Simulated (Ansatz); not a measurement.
Crystal: SiF.

```
Si F
1.0
     1.33860    0.77284    3.89831
    -1.33860    0.77284    3.89831
     0.00000   -1.54568    3.89831
Si F
1 1
Direct
  0.50000 0.50000 0.50000
  0.00000 0.00000 0.00000
```

The cell was built by a generator and needn't be a form met in nature.

```yaml
Program: Ansatz 0.2.0
Task: relaxation of cell and atoms
Functional: r2SCAN
Potentials_or_basis: Ansatz PAW
Cutoff: "500 eV (not typed: the program's choice for these potentials)"
k_mesh: 12 × 12 × 12
Occupations: fermi-dirac, width 0.05 eV
Spin: no spin polarisation
```

At the start: volume 12.10 Å³/atom.

Task: Where does the relaxation end?

Result: It ends after 7 steps and the volume is 11.67 Å³/atom (-3.5 %); space group R-3m (No. 166, to 0.05 Å).

The path:
```
step  energy change (eV)  largest force (eV/Å)  volume (Å³)
   1              0.0000                0.0000        24.20
   2             -0.0096                0.0000        23.73
   3             -0.0117                0.0000        23.27
   4             -0.0118                0.0000        23.34
   5             -0.0112                0.0000        23.34
   6             -0.0112                0.0000        23.35
   7             -0.0112                0.0000        23.35
```

Final structure:
```xyz
2
Lattice="1.3133 0.7582 3.9076 -1.3133 0.7582 3.9076 0.0000 -1.5165 3.9076" Properties=species:S:1:pos:R:3 pbc="T T T"
Si    0.0000    0.0000    5.8614
F     0.0000    0.0000    0.0000
```

Caveat: the plane-wave basis is chosen anew once the cell has moved, so the energies of steps on either side of that aren't comparable; an odd number of electrons without spin polarisation forces a metal; a magnetic or distorted state may lie lower; the PAW data sets come from PBE, with cores solved anew for the run's functional, which leaves a small shift of forces and pressure.
